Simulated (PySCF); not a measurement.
**C2H8BO−: geometry, NMR shifts, spin-spin couplings, electronic excitations and core binding energies**

Wanted: the NMR shifts, spin-spin couplings, electronic excitations and core binding energies of C2H8BO− (`[BH3-]OCC`), by calculation.

Programs: PySCF 2.14.0, with density-fitted response routines of our own. Each step states its level of theory. These are calculated values for one molecule in the gas phase, unless marked as measured. Atoms count from 0, in the outputs and in this text.

## (1) The molecule as given

12 atoms, charge -1, multiplicity 1; geometry from: GFN2-xTB.

Bonds of the start (Å): B0–O1 1.52, O1–C2 1.37, C2–C3 1.54, B0–H4 1.23, B0–H5 1.23, B0–H6 1.21, C2–H7 1.12, C2–H8 1.12, C3–H9 1.09, C3–H10 1.09, C3–H11 1.09.

## (2) Geometry optimisation at PBE0-D3(BJ)/def2-SVP

The job: settings as JSON, then the geometry in Å.

```
{"job": {"xc": "PBE0", "basis": "def2-SVP", "d3": "d3bj", "grid": 1, "kind": "geom"}, "charge": -1, "multiplicity": 1}
B      1.796471     0.641439     0.447273
O      0.278352     0.692737     0.445338
C     -0.291721    -0.378338    -0.179995
C     -1.824112    -0.281689    -0.154847
H      2.183853    -0.376325     1.029381
H      2.219711     0.617497    -0.712503
H      2.180085     1.636046     1.022518
H      0.040169    -0.456370    -1.241714
H      0.009448    -1.339275     0.298723
H     -2.144172     0.631617    -0.652726
H     -2.272120    -1.139807    -0.658313
H     -2.174765    -0.248218     0.874968
```

**Question.** This job is followed by: GIAO PBE0/pcSseg-1 NMR shielding, non-relativistic, gas phase; B3LYP/pcJ-1 indirect spin-spin coupling, non-relativistic, gas phase; TDDFT CAM-B3LYP/def2-SVPD, vertical, gas phase, core orbitals frozen in the response; GIAO PBE/pcSseg-2 NMR shielding, non-relativistic, gas phase; delta-SCF UKS SCAN, pcX-2 on the ionised atom, pcseg-1 elsewhere, spin-free X2C. Predict these results of the whole session: point group; rotational constants (main isotopes); ¹³C shifts against TMS (PBE0/pcSseg-1); ¹H shifts against TMS (PBE0/pcSseg-1, means over atoms taken as alike); ¹¹B shifts against BF3·OEt2 (PBE0/pcSseg-1); ¹⁷O shifts against H2O (PBE0/pcSseg-1); largest coupling of the table (B3LYP/pcJ-1); lowest singlet (CAM-B3LYP/def2-SVPD); brightest single state of those computed; lowest triplet; vertical ionisation energy (ΔSCF); C1s binding energies, SCAN/pcX-2; B1s binding energies, SCAN/pcX-2; O1s binding energies, SCAN/pcX-2; range of the shift of O1.

**Answer**, as computed:

| quantity | value |
| --- | --- |
| point group | Cs |
| rotational constants (main isotopes) | 27.52, 4.07, 3.83 GHz |
| ¹³C shifts against TMS (PBE0/pcSseg-1) | 68.0, 23.4 ppm |
| ¹H shifts against TMS (PBE0/pcSseg-1, means over atoms taken as alike) | 3.17, 2.56, 0.78 ppm |
| ¹¹B shifts against BF3·OEt2 (PBE0/pcSseg-1) | -14.6 ppm |
| ¹⁷O shifts against H2O (PBE0/pcSseg-1) | 43.5 ppm |
| largest coupling of the table (B3LYP/pcJ-1) | ¹J(C,H) C2–H7, 135.5 Hz |
| lowest singlet (CAM-B3LYP/def2-SVPD) | 5.01 eV (247 nm), f = 0.027 |
| brightest single state of those computed | state 3, 5.98 eV, f = 0.058 |
| lowest triplet | 4.92 eV |
| vertical ionisation energy (ΔSCF) | 3.41 eV |
| C1s binding energies, SCAN/pcX-2 | C2 287.07, C3 286.57 eV |
| B1s binding energies, SCAN/pcX-2 | B0 188.52 eV |
| O1s binding energies, SCAN/pcX-2 | O1 531.70 eV |
| range of the shift of O1 | 43.5 to 66.8 ppm |

What this shows: C2 (sp3 CH2 bonded to O) lies farthest downfield among carbon, at 68.0 ppm; pulled downfield by the heteroatom. The most deshielded hydrogen is H7, H8 (mean) (hydrogen on an sp3 CH2 bonded to O), at 3.17 ppm: its carbon carries O, hence the downfield position. At PBE0/pcSseg-1: The widest tensor belongs to C2: span 75 ppm, with a paramagnetic part of -125 ppm. Couplings across rotatable bonds belong to this one conformer; where others are populated, the observed values are averages. The lowest singlet, at 5.01 eV, is HOMO→LUMO 0.77, HOMO→LUMO+1 0.17 and is weak; of the 10 states computed, the strongest absorption comes from state 3 at 5.98 eV. The lowest triplet lies 0.09 eV below the lowest singlet (triplets in Tamm-Dancoff, singlets in full TDDFT). In the gas-phase run even the lowest singlet lies above the computed detachment energy of this anion, so its states are not to be taken as bound. At CAM-B3LYP/def2-SVPD, all states lie near or above the ionisation energy, where they hang on the basis. ΔSCF puts the ionisation energy at 3.41 eV, 0.82 eV above −ε(HOMO). The C1s levels kept as sound span 0.49 eV, from C3 (methyl carbon) up to C2 (sp3 CH2 bonded to O). In ppm, O1 moves most: its shift spreads over 23.4 ppm, from 43.5 (PBE0/pcSseg-1) to 66.8 (PBE/pcSseg-2).
